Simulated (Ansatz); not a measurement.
# CCuO+: Born-Oppenheimer dynamics

The task is to watch the atoms for 30 steps of 1.0 fs, started with velocities for 100 K and run with a Langevin thermostat.

Program: Ansatz 0.2.0, Gaussian basis. Level of theory: SPW92/def2-mTZVP. These are calculated values, not measurements.

### 1 The system as given

The start, a pair relaxed at PBE0-D4: SMILES `[Cu+].[C-]#[O+]`, 3 atoms, charge 1, spin multiplicity 1.

Atoms are counted from 1 here; the program's logs count them from 0.

Bond lengths: Cu1–C2 1.896 Å, C2–O3 1.113 Å. Angles: Cu1–C2–O3 180.0°.

Coordinates:

```xyz
3

Cu    0.08269    0.11907   -1.62829
C    -0.01314   -0.01886    0.26004
O    -0.06965   -0.10021    1.36815
```

### 2 The run

md/in.yaml reads:

```yaml
crystal:
  periodic: [false, false, false]
  atoms:
    - {symbol: Cu, position_ang: [0.082693, 0.119073, -1.628287]}
    - {symbol: C, position_ang: [-0.013140, -0.018865, 0.260039]}
    - {symbol: O, position_ang: [-0.069653, -0.100209, 1.368147]}
basis:
  gaussian: {orbitals: def2-mTZVP}
total_charge: 1
hamiltonian: {xc: lda}
md: {n_steps: 30, timestep: 1.0, temperature: 100, ensemble: nvt_langevin, seed: 428, friction: 0.002, initial_velocities: maxwell_boltzmann}
```

Launch:

```bash
> ansatz run in.yaml --threads 2 --pin off --events-out ev --progress --plain --max-ram 5222MiB
```

Q: Predict the outcome of this session. Wanted: temperature at the start; mean temperature, second half; lowest and highest potential energy, from the first frame; largest change of potential + kinetic.

The runs gave:

| quantity | value |
| --- | --- |
| length | 30 steps, 30.0 fs |
| temperature at the start | 67 K |
| mean temperature, second half | 128 K |
| lowest and highest potential energy, from the first frame | -49 and 32 meV |
| largest change of potential + kinetic | 16.6 meV |

**Reading.** The thermostat trades energy with the molecule, so the sum of potential and kinetic energy isn't conserved: it changes by +15 meV over the run. The mean temperature of the second half is still well above the 100 K set. The temperature runs between 26 and 213 K. No bond breaks or forms, judged by distance. Under Langevin the temperature counts 3N degrees of freedom, more than the drawn velocities fill, so it starts at 67 K, not 100 K.
